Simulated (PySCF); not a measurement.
# CH9BN2: the cost of one run

The runs use PySCF 2.14.0, with density-fitted response routines of our own; the level of theory stands in each step. All values are computed, except where a source is named. Atoms are numbered from 0 throughout.

### 1 Starting geometry

13 atoms, charge 0, multiplicity 1; geometry from: PBE0-D3(BJ)/def2-SVP.

Bonds of the start (Å): C0–N1 1.46, N1–B2 1.68, B2–N3 1.49, C0–H4 1.10, C0–H5 1.10, C0–H6 1.10, N1–H7 1.02, N1–H8 1.02, B2–H9 1.23, B2–H10 1.23, N3–H11 1.01, N3–H12 1.01.

### 2 Shielding tensors: PBE0/pcSseg-2

Job settings and geometry (Å):

```
{"job": {"kind": "nmr", "xc": "PBE0", "basis": "pcSseg-2", "pop": false}, "charge": 0, "multiplicity": 1}
C     -1.967405    -0.025390    -0.479186
N     -0.639010    -0.314218     0.051177
B      0.541136     0.839504    -0.250449
N      1.775269     0.320204     0.409745
H     -2.314577     0.926835    -0.057265
H     -2.695007    -0.817753    -0.248542
H     -1.891730     0.098753    -1.567398
H     -0.650694    -0.429979     1.065850
H     -0.268042    -1.192301    -0.315306
H      0.562585     0.883192    -1.483372
H      0.056256     1.853598     0.258019
H      2.147099     0.908473     1.146638
H      2.538300     0.088610    -0.216233
```

With the program's defaults for keys left out, this is: GIAO PBE0/pcSseg-2 NMR shielding, non-relativistic, gas phase.

Run with:

```console
$ OMP_NUM_THREADS=1 python probes_run.py task.json out
```

One launch serves the whole session: the jobs run in the order shown.

**Question.** How long does this first job take on 1 thread of Arm Neoverse V1, shared host, and how much memory does it need?

About 23 s, with a peak of 1.1 GiB.
